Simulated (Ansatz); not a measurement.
# BF2HO: the cost of one run

Computed with Ansatz 0.2.0, Gaussian basis. Level: PBE0-D4/def2-SVP.

17 further runs of the same task are left out: 1 that didn't finish, 16 set aside as unsound or not needed.

## (1) The starting structure

The first end: 5 atoms, charge 0, spin multiplicity 1.

Atoms are counted from 1 here; the program's logs count them from 0.

Bond lengths: B1–F2 1.327 Å, B1–O3 1.345 Å, B1–F5 1.317 Å, O3–H4 0.960 Å. Angles: F2–B1–O3 122.2°, F2–B1–F5 118.3°, O3–B1–F5 119.5°, B1–O3–H4 113.5°.

Geometry (Å):

```csv
atom,x (Å),y (Å),z (Å)
B1,0.1442,-0.0598,0.3506
F2,0.7762,-1.1860,0.0434
O3,-0.5730,0.6306,-0.5545
H4,-0.5771,0.2284,-1.4262
F5,0.2298,0.3867,1.5867
```

The second end:

```csv
atom,x (Å),y (Å),z (Å)
B1,-0.17853,0.77919,1.06684
F2,0.36836,-1.49730,-1.96424
O3,-0.14743,0.22805,-0.00621
H4,0.17388,-0.87774,-1.29410
F5,-0.21628,1.36781,2.19772
```

## (2) The band at PBE0-D4/def2-SVP

Contents of neb/in.yaml:

```yaml
crystal:
  periodic: [false, false, false]
  atoms:
    - {symbol: B, position_ang: [0.144191, -0.059763, 0.350584]}
    - {symbol: F, position_ang: [0.776150, -1.185975, 0.043385]}
    - {symbol: O, position_ang: [-0.573011, 0.630622, -0.554454]}
    - {symbol: H, position_ang: [-0.577145, 0.228410, -1.426196]}
    - {symbol: F, position_ang: [0.229815, 0.386706, 1.586681]}
basis:
  gaussian: {orbitals: def2-SVP}
hamiltonian: {xc: pbe0, dispersion: d4}
neb:
  images: 5
  climbing: true
  max_iterations: 40
  initial_path: idpp
  final_atoms:
    - {symbol: B, position_ang: [-0.178534, 0.779187, 1.066836]}
    - {symbol: F, position_ang: [0.368364, -1.497297, -1.964241]}
    - {symbol: O, position_ang: [-0.147427, 0.228046, -0.006213]}
    - {symbol: H, position_ang: [0.173877, -0.877742, -1.294099]}
    - {symbol: F, position_ang: [-0.216280, 1.367808, 2.197717]}
```

On the command line:

```console
ansatz run in.yaml --threads 2 --pin off --events-out ev --progress --plain --max-ram 4352MiB
```

**Question.** How long does this run take on 2 threads of Intel Xeon Platinum 8259CL at 2.50GHz, shared host?

About 2 min.
